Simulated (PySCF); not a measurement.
**NaBr+: bond curves at several levels of theory**

One table from this session's results is given with a row withheld; the runs are named, their logs left out.

Computed with PySCF 2.14.0. Level: Na def2-SVP, Br def2-SVP, no relativity.

Set-up of the first run:

The job is set up so:

```json
{"atoms": "Na, Br", "charge": "1", "basis": "Na def2-SVP, Br def2-SVP", "Hamiltonian": "no relativity", "basis functions": "47", "electrons treated": "45", "masses in u": "22.9898, 78.9183", "levels": "PBE0, PBE, r²SCAN, BLYP, M06-L, r²SCAN0, ωB97X, HF, MP2, SCS-MP2, CCSD, CCSD(T)", "grid": "80 radial by 434 angular points", "occupations": "held fixed by the projection of orbital angular momentum", "dissociation limit": "Na+ + Br, each in its ground configuration", "starting distance in angstrom": "2.790", "values of 2S to try": "1, 3"}
```

Started as:

```sh
OMP_NUM_THREADS=1 python dia.py task.json out
```

Among the steps run: Set-up; The PBE0 curve of the state that the search chose; Higher solutions at PBE0; PBE (GGA); r²SCAN; BLYP (GGA); M06-L; r²SCAN0 (hybrid meta-GGA); ωB97X (range-separated hybrid); UHF; Correlated methods on the Hartree–Fock reference.

One of the session's tables, all rows but one given; the rest of the session is left out.

Energy (eV) from each level's lowest point:

```
R (Å)    UHF  UHF-MP2  UHF-SCS-MP2  UHF-CCSD  UHF-CCSD(T)
2.554  0.227    0.217        0.218       n/a          n/a
2.673  0.106    0.099        0.100     0.099        0.099
2.792      ?        ?            ?         ?            ?
2.881  0.013    0.010        0.010     0.010        0.010
2.970  0.002    0.000        0.000     0.000        0.000
3.059  0.000    0.000        0.000     0.000        0.001
3.178  0.008    0.012        0.011     0.012        0.013
3.326  0.029    0.037        0.036     0.038        0.038
3.505  0.060    0.074        0.073     0.075        0.076
3.742  0.104    0.125        0.123       n/a          n/a
```

**Question.** Estimate the row for R (Å) = 2.792.

Worked estimate for «UHF». A straight line through the neighbours (2.673, 0.106) and (2.881, 0.013) gives 0.106 + (0.013 − 0.106) × (2.792 − 2.673) / (2.881 − 2.673) = 0.053; a parabola fitted to 4 rows on both sides gives 0.036.

**Answer.** UHF: 0.039; UHF-MP2: 0.034; UHF-SCS-MP2: 0.035; UHF-CCSD: 0.034; UHF-CCSD(T): 0.034. In «UHF» the line misses by +0.014 and the parabola by -0.003.

Limits of these values: At some levels the lowest empty orbital lies below the highest filled one (the two can be of opposite spin).
